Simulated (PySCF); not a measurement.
# BrIrN: changing the method

What do other methods print for BrIrN?

Computed with PySCF 2.14.0. Level: each script names its method and basis.

5 further runs of the same task are left out: 1 for a known fault of the program, 4 that didn't finish.

**1. Starting geometry**

BrIrN: 3 atoms, charge 0, spin multiplicity 2.

Bond lengths: Ir1–N2 1.593 Å, Ir1–Br3 2.349 Å. Angles: N2–Ir1–Br3 135.3°.

**2. The run that the others are compared with**

input.py

```python
from pyscf import gto, scf, mcscf, mrpt

mol = gto.M(
    atom='Ir -0.5141 0 -0.3009; N -2.0141 0 0.2353; Br 1.6145 0 0.6934',
    basis='sbkjc',
    ecp={'Ir': 'sbkjc', 'N': 'sbkjc', 'Br': 'sbkjc'},
    charge=0,
    spin=1,
    symmetry=True,
    verbose=4,
)
mf = scf.ROHF(mol)
mf.kernel()
mc = mcscf.CASSCF(mf, 4, 5)
mc.kernel()
mc.analyze()
mrpt.NEVPT(mc).kernel()
mf.dip_moment()
print('orbital energies (hartree):', mf.mo_energy[..., max(0, mol.nelec[1]-3):mol.nelec[0]+3].round(4))
```

On the command line:

```bash
$ OMP_NUM_THREADS=1 python input.py
```

**3. CASSCF**

Edit 1 changes step after the SCF: nevpt2 → casscf; active space: 5 electrons in 4 orbitals → 7 electrons in 6 orbitals.

Changes to input.py since step 2:

```diff
@@ -1,2 +1,2 @@
-from pyscf import gto, scf, mcscf, mrpt
+from pyscf import gto, scf, mcscf
 
@@ -13,6 +13,5 @@
 mf.kernel()
-mc = mcscf.CASSCF(mf, 4, 5)
+mc = mcscf.CASSCF(mf, 6, 7)
 mc.kernel()
 mc.analyze()
-mrpt.NEVPT(mc).kernel()
 mf.dip_moment()
```

**4. MP2 (UHF)**

Edit 2 changes step after the SCF: nevpt2 → mp2; SCF type: ROHF → UHF.

input.py

```python
from pyscf import gto, scf, mp

mol = gto.M(
    atom='Ir -0.5141 0 -0.3009; N -2.0141 0 0.2353; Br 1.6145 0 0.6934',
    basis='sbkjc',
    ecp={'Ir': 'sbkjc', 'N': 'sbkjc', 'Br': 'sbkjc'},
    charge=0,
    spin=1,
    symmetry=True,
    verbose=4,
)
mf = scf.UHF(mol)
mf.kernel()
mp.MP2(mf).kernel()
mf.dip_moment()
print('orbital energies (hartree):', [e[max(0, n-3):n+3].round(4) for e, n in zip(mf.mo_energy, mol.nelec)])
```

**5. Gradient**

Edit 3 changes step after the SCF: nevpt2 → gradient.

Changes to input.py since step 2:

```diff
@@ -1,2 +1,2 @@
-from pyscf import gto, scf, mcscf, mrpt
+from pyscf import gto, scf
 
@@ -13,6 +13,3 @@
 mf.kernel()
-mc = mcscf.CASSCF(mf, 4, 5)
-mc.kernel()
-mc.analyze()
-mrpt.NEVPT(mc).kernel()
+mf.nuc_grad_method().kernel()
 mf.dip_moment()
```

What does the calculation give? Wanted: for each run, E(SCF); from base; gap, α spin; SCF dipole; after the SCF.

**Answer**, as computed:

| run | E(SCF) (hartree) | from base (eV) | cycles | gap, α spin (eV) | SCF dipole (D) | after the SCF |
| --- | --- | --- | --- | --- | --- | --- |
| base | -126.670349 | 0 | 20 | n/a | 2.22 | NEVPT2 correlation -10.227 eV (from the SCF energy, the CASSCF gain included) |
| CASSCF | -126.670349 | 0.0000 | 20 | n/a | 2.22 | CASSCF correlation -3.675 eV |
| MP2 (UHF) | -126.673776 | -0.0933 | 39 | 10.55 | 2.23 | MP2 correlation -11.023 eV |
| gradient | -126.670349 | 0.0000 | 20 | n/a | 2.22 | n/a |

What this shows: Total energies from different bases, Hamiltonians or methods carry different errors, so properties are taken as differences within one set-up.
